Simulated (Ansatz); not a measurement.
# NiO: the cost of one run

Method: DFT PBE, scalar-relativistic, plane waves, PAW, in Ansatz 0.2.0.

4 further runs of the same task are left out: 2 that didn't finish, 2 set aside as unsound or not needed.

## 1. The structure to begin with

It takes space group Fm-3m (No. 225, cubic). Conventional cell: a = 4.216 Å, b = 4.216 Å, c = 4.216 Å, α = 90.00°, β = 90.00°, γ = 90.00°. Ni (site symmetry m-3m) is surrounded by 6 O at 2.11 Å. Around O (site symmetry m-3m) lie 6 Ni at 2.11 Å.

As a file:

```xyz
2
Lattice="0.0000 2.1082 2.1082 2.1082 0.0000 2.1082 2.1082 2.1082 0.0000" Properties=species:S:1:pos:R:3 pbc="T T T"
Ni    0.0000    0.0000    0.0000
O     2.1082    2.1082    2.1082
```

This cell was relaxed beforehand with the same method: volume 9.37 Å³/atom, gap on the mesh none (metal), site moments up to 1.5 μB.

## 2. The undisturbed cell

The input, input.yaml:

```yaml
crystal:
  lattice:
    - [0.0, 2.1081898919, 2.1081898919]
    - [2.1081898919, 0.0, 2.1081898919]
    - [2.1081898919, 2.1081898919, 0.0]
  atoms:
    - { symbol: Ni, position: [0.0, 0.0, 0.0], spin: 1.6 }
    - { symbol: O, position: [0.5, 0.5, 0.5], spin: 0.32 }
basis:
  ecutwfc: 420
kpoints:
  mp_grid: { grid: [24, 24, 24] }
hamiltonian:
  xc: pbe
scf:
  occupations: { method: gaussian, width: 0.15 }
output:
  forces: true
  stress: true
  eigenvalues: true
  populations: true
magnetization:
  spin_polarized: true
```

The run is started by

```console
ansatz run input.yaml --threads 2 --pin off --max-ram 5120MiB --backend cpu --events-out ev --progress --plain --runs-dir out
```

**Question.** How long does this run take on 2 threads of Intel Xeon at 2.50GHz (Skylake/Cascade Lake), shared host, and how much memory does it need?

About 51 s, with a peak of 0.53 GiB.
